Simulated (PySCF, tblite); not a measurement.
# C5H6F2OSi: geometry, infrared bands and NMR shifts

What infrared bands and NMR shifts should C5H6F2OSi (`O=C1C=C(C(F)F)C[SiH2]1`) show?

The runs use tblite 0.8.0 and PySCF 2.14.0, with density-fitted response routines of our own; the level of theory stands in each step. All values are computed, except where a source is named. Atoms are numbered from 0 throughout.

**1. The molecule as given**

15 atoms, charge 0, multiplicity 1; geometry from: force field or distance geometry start.

Bonds of the start (Å): O0–C1 1.22, C1–C2 1.46, C2–C3 1.35, C3–C4 1.49, C4–F5 1.36, C4–F6 1.35, C3–C7 1.53, C7–Si8 1.92, Si8–C1 1.89, C2–H9 1.08, C4–H10 1.10, C7–H11 1.11, C7–H12 1.10, Si8–H13 1.49, Si8–H14 1.49.

**2. Optimising the geometry with GFN2-xTB**

Job settings and geometry (Å):

```
{"job": {"kind": "relax", "xc": "GFN2-xTB", "basis": "xTB"}, "charge": 0, "multiplicity": 1}
O      2.907700     0.742600    -0.896100
C      1.809100     0.352900    -0.524500
C      0.546800     1.085300    -0.555100
C     -0.528100     0.414300    -0.097600
C     -1.913900     0.966200    -0.018100
F     -1.951300     2.268900    -0.415700
F     -2.376300     0.940100     1.246600
C     -0.329500    -1.005700     0.435500
Si     1.546800    -1.366100     0.225700
H      0.515000     2.099500    -0.937400
H     -2.604400     0.401100    -0.661700
H     -0.921700    -1.728300    -0.156200
H     -0.617900    -1.080900     1.497200
H      1.744800    -2.499900    -0.722100
H      2.168400    -1.582100     1.557700
```

Command:

```bash
$ OMP_NUM_THREADS=1 python probes_run.py task.json out
```

One launch serves the whole session: the jobs run in the order shown.

**Question.** This job is followed by: GFN2-xTB harmonic vibrations, gas phase; GIAO PBE0/pcSseg-1 NMR shielding, non-relativistic, gas phase. Predict these results of the whole session: strongest single infrared mode (GFN2-xTB); zero-point energy (GFN2-xTB); 13C shifts against TMS (PBE0/pcSseg-1); 1H shifts against TMS (PBE0/pcSseg-1, means over atoms taken as alike); 17O shifts against H2O (PBE0/pcSseg-1); 19F shifts against CFCl3 (PBE0/pcSseg-1, means over atoms taken as alike); 29Si shifts against TMS (PBE0/pcSseg-1).

As calculated:

| quantity | value |
| --- | --- |
| strongest single infrared mode (GFN2-xTB) | 2309 cm⁻¹, 285 km/mol |
| zero-point energy (GFN2-xTB) | 59.9 kcal/mol |
| 13C shifts against TMS (PBE0/pcSseg-1) | 236.0, 175.4, 146.6, 121.3, 11.2 ppm |
| 1H shifts against TMS (PBE0/pcSseg-1, means over atoms taken as alike) | 6.79, 6.63, 4.19, 1.92 ppm |
| 17O shifts against H2O (PBE0/pcSseg-1) | 851.7 ppm |
| 19F shifts against CFCl3 (PBE0/pcSseg-1, means over atoms taken as alike) | -145.9 ppm |
| 29Si shifts against TMS (PBE0/pcSseg-1) | -73.8 ppm |

What this shows: Relaxing lowered the energy by 0.146 eV in 22 steps; the close pair that moved most is C1–Si8, from 1.894 to 1.931 Å. All 39 modes are real, so the xTB geometry is a minimum. The strongest single mode, at 2309 cm⁻¹, moves mainly H14. GFN2-xTB is a fitted tight-binding method: band positions and strengths are rough. Its intensities can rank the bands wrongly. H9 (hydrogen on an α carbon of a C=C–C=O unit) lies farthest downfield among hydrogen, at 6.79 ppm; attached to an sp2 carbon and in the plane of the double bond. At PBE0/pcSseg-1: Shielding is most anisotropic at O0 (span 1817 ppm, paramagnetic term -912 ppm).
